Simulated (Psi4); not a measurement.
**GeH3O2F (SMILES [OH][GeH]([OH])[F]) at 3 levels**

We compute a comparison of 3 runs (BLYP/def2-SVP, TPSS/def2-SVP, r2SCAN/def2-SVP) of GeH3O2F. 

Program for the calculation: Psi4 1.11.

### 1 The molecule

GeH3O2F: 7 atoms, total charge 0, spin state singlet. As SMILES, `[OH][GeH]([OH])[F]`. The Ge2–F4 distance was set to 3.124 Å, away from the relaxed value. At this shape a bond of the SMILES string is far longer than usual.

Bond lengths: O1–Ge2 1.758 Å, Ge2–O3 1.748 Å, O1–H5 0.961 Å, Ge2–H6 1.522 Å, O3–H7 0.961 Å. Angles: O1–Ge2–O3 108.4°, O1–Ge2–H6 116.0°, O3–Ge2–H6 108.9°, Ge2–O1–H5 112.4°, Ge2–O3–H7 112.8°.

### 2 A single-point energy at BLYP/def2-SVP (run 1)

The input, input.inp:

```
memory 2200 MB

molecule {
  0 1
  O
  Ge 1 R2
  O 2 R3 1 A3
  F 2 R4 3 A4 1 D4
  H 1 R5 2 A5 3 D5
  H 2 R6 3 A6 1 D6
  H 3 R7 2 A7 6 D7

  R2 = 1.758076
  R3 = 1.747675
  A3 = 108.44394
  R4 = 3.1243
  A4 = 110.10919
  D4 = 113.97581
  R5 = 0.960852
  A5 = 112.39665
  D5 = 136.85929
  R6 = 1.521643
  A6 = 108.93919
  D6 = -127.14377
  R7 = 0.961242
  A7 = 112.75706
  D7 = -164.09512
  symmetry c1
}

set {
  basis                def2-SVP
  reference            rks
  puream               true
  e_convergence        1e-09
  d_convergence        1e-08
  scf_type             pk
  dft_radial_points    99
  dft_spherical_points 590
}

result, w = energy('blyp', return_wfn=True)
```

Launch:

```sh
$ psi4 -i input.inp -o input.out -n 1
```

input.out:

```text
[...]
  Running in c1 symmetry.
[...]
  Nuclear repulsion =  278.769502710194104
[...]
  Multiplicity = 1
[...]
  Nalpha       = 30
  Nbeta        = 30
[...]
    Number of basis functions: 89
[...]
   @RKS iter   1: -2327.12066339662033   -2.05994e+00   2.82404e-02 DIIS/ADIIS
[...]
   @RKS iter  21: -2328.59197103887573   -2.77396e-11   9.13451e-09 DIIS
[...]
  @RKS Final Energy: -2328.59197103887573
   => Energetics <=
    Nuclear Repulsion Energy =            278.7695027101941037
    One-Electron Energy =               -3796.6996344353428867
    Two-Electron Energy =                1297.1232475497702126
    DFT Exchange-Correlation Energy =    -107.7850868634971704
    Empirical Dispersion Energy =           0.0000000000000000
    VV10 Nonlocal Energy =                  0.0000000000000000
    Total Energy =                      -2328.5919710388757267
[...]
 Multipole Moments:
 ------------------------------------------------------------------------------------
     Multipole            Electronic (a.u.)      Nuclear  (a.u.)        Total (a.u.)
 ------------------------------------------------------------------------------------
 L = 1.  Multiply by 2.5417464519 to convert [e a0] to [Debye]
 Dipole X            :          1.9321767           -0.4481124            1.4840643
 Dipole Y            :          1.3721063           -2.1647769           -0.7926706
 Dipole Z            :          1.4376963           -2.4532494           -1.0155531
 Magnitude           :                                                    1.9652281
[...]
```

Wall time 12 s (1 thread of Intel Xeon 6975P-C (Granite Rapids), shared host); peak memory 1 GiB.

### 3 Energy and forces at TPSS/def2-SVP (run 2)

The input, input.in:

```
memory 2200 MB

molecule mol {
  0 1
  O      0.569370     2.146492    -0.603932
  Ge     0.814770     0.979392     0.687768
  O      2.440470     0.350192     0.562968
  F     -1.260300    -1.284500     0.113200
  H     -0.286930     2.047992    -1.028532
  H      0.590870     1.491992     2.102868
  H      2.726670     0.237492    -0.347732
  symmetry c1
  no_reorient
  no_com
}

set puream true
set e_convergence 1e-09
set d_convergence 1e-08
set scf_type pk
set dft_radial_points 99
set dft_spherical_points 590

energy_value, wavefunction = gradient("tpss/def2-SVP", return_wfn=True)
oeprop(wavefunction, "LOWDIN_CHARGES", "MULLIKEN_CHARGES", "WIBERG_LOWDIN_INDICES")
```

Launch:

```sh
$ psi4 -i input.in -o input.out -n 1
```

input.out:

```text
[...]
  Running in c1 symmetry.
[...]
  Nuclear repulsion =  278.769474699816669
[...]
  Multiplicity = 1
[...]
  Nalpha       = 30
  Nbeta        = 30
[...]
    Number of basis functions: 89
[...]
   @RKS iter   1: -2327.14126096485234   -2.12516e+00   2.78339e-02 DIIS/ADIIS
[...]
   @RKS iter  17: -2328.56116384983443    4.54747e-13   7.91174e-09 DIIS
[...]
  @RKS Final Energy: -2328.56116384983443
   => Energetics <=
    Nuclear Repulsion Energy =            278.7694746998166693
    One-Electron Energy =               -3796.6822036771072817
    Two-Electron Energy =                1297.1098655999217044
    DFT Exchange-Correlation Energy =    -107.7583004724654785
    Empirical Dispersion Energy =           0.0000000000000000
    VV10 Nonlocal Energy =                  0.0000000000000000
    Total Energy =                      -2328.5611638498344291
[...]
  -Total Gradient:
     Atom            X                  Y                   Z
    ------   -----------------  -----------------  -----------------
       1       -0.009780911764    -0.001740933282    -0.001095102863
       2        0.023363774052     0.026906058134     0.005019951021
       3       -0.000277498494     0.000795270503    -0.015443993372
       4       -0.026409947747    -0.030261161348    -0.006680219717
       5        0.015273986321     0.000069317253     0.008225085463
       6        0.002554628887     0.001365846484    -0.005226207761
       7       -0.004733340443     0.002897767077     0.015179346711
[...]
```

It took 34 s on 1 thread of Intel Xeon 6975P-C (Granite Rapids), shared host; peak memory 1.2 GiB.

### 4 Energy and forces at r2SCAN/def2-SVP (run 3)

The input, job.inp:

```
memory 2.2 GB

molecule system {
  0 1
  O
  Ge 1 1.758076
  O 2 1.747675 1 108.44394
  F 2 3.1243 3 110.10919 1 113.97581
  H 1 0.960852 2 112.39665 3 136.85929
  H 2 1.521643 3 108.93919 1 -127.14377
  H 3 0.961242 2 112.75706 6 -164.09512
  units angstrom
  symmetry c1
}

set {
  basis                def2-SVP
  reference            rks
  puream               true
  e_convergence        1e-09
  d_convergence        1e-08
  scf_type             pk
  dft_radial_points    99
  dft_spherical_points 590
}

gradient("r2scan")
print_variables()
```

Launch:

```sh
$ psi4 -i job.inp -o job.out -n 1
```

job.out:

```text
[...]
  Running in c1 symmetry.
[...]
  Nuclear repulsion =  278.769502710194104
[...]
  Multiplicity = 1
[...]
  Nalpha       = 30
  Nbeta        = 30
[...]
    Number of basis functions: 89
[...]
   @RKS iter   1: -2327.06442040351885   -2.26360e+00   2.74028e-02 ADIIS/DIIS
[...]
   @RKS iter  17: -2328.43674443367263   -1.36424e-12   5.83997e-09 DIIS
[...]
  @RKS Final Energy: -2328.43674443367263
   => Energetics <=
    Nuclear Repulsion Energy =            278.7695027101941037
    One-Electron Energy =               -3797.1582658044035270
    Two-Electron Energy =                1297.6213895985351883
    DFT Exchange-Correlation Energy =    -107.6693709379983233
    Empirical Dispersion Energy =           0.0000000000000000
    VV10 Nonlocal Energy =                  0.0000000000000000
    Total Energy =                      -2328.4367444336726294
[...]
  -Total Gradient:
     Atom            X                  Y                   Z
    ------   -----------------  -----------------  -----------------
       1        0.000002824154     0.003852738148    -0.007274075684
       2        0.028185952359    -0.009237229258    -0.006902522277
       3       -0.004232240410    -0.008759585458    -0.004822320211
       4       -0.036312802077     0.018562110104     0.012032180418
       5        0.005603311712    -0.006991884018     0.005807467545
       6        0.001161137197    -0.003155756683    -0.003422677239
       7        0.005806158819     0.005730812552     0.004574171451
[...]
```

Run time: 29 s. Hardware: 1 thread of Intel Xeon 6975P-C (Granite Rapids), shared host; peak memory 1.2 GiB.

### 5 Overview of the runs

```
run            level      task   energy (Eh)  dipole moment (D)  HOMO energy (eV)  LUMO energy (eV)  wall time
  1    BLYP/def2-SVP    energy  -2328.591971               5.00             -4.95             -4.39       12 s
  2    TPSS/def2-SVP  gradient  -2328.561164               5.07             -5.25             -4.50       34 s
  3  r2SCAN/def2-SVP  gradient  -2328.436744               5.30             -5.55             -4.62       29 s
```

### 6 Results

```
                       quantity           value
            run 3: total energy  -2328.43674 Eh
           run 3: dipole moment          5.30 D
             run 3: HOMO energy        -5.55 eV
             run 3: LUMO energy        -4.62 eV
           run 3: HOMO–LUMO gap         0.93 eV
run 3: largest force on an atom      2.186 eV/Å
```

What this shows: The dipole moment (its size) runs from 5.00 D (BLYP/def2-SVP) to 5.30 D (r2SCAN/def2-SVP). The HOMO–LUMO gap runs from 0.56 eV (BLYP/def2-SVP) to 0.93 eV (r2SCAN/def2-SVP). Totals of different functionals can't be ranked against each other. In all runs a closed-shell determinant meets a far-stretched bond; if it breaks into open shells, such a determinant describes it badly, and no broken-symmetry solution was shown. All runs together took 75 s, the longest 34 s.
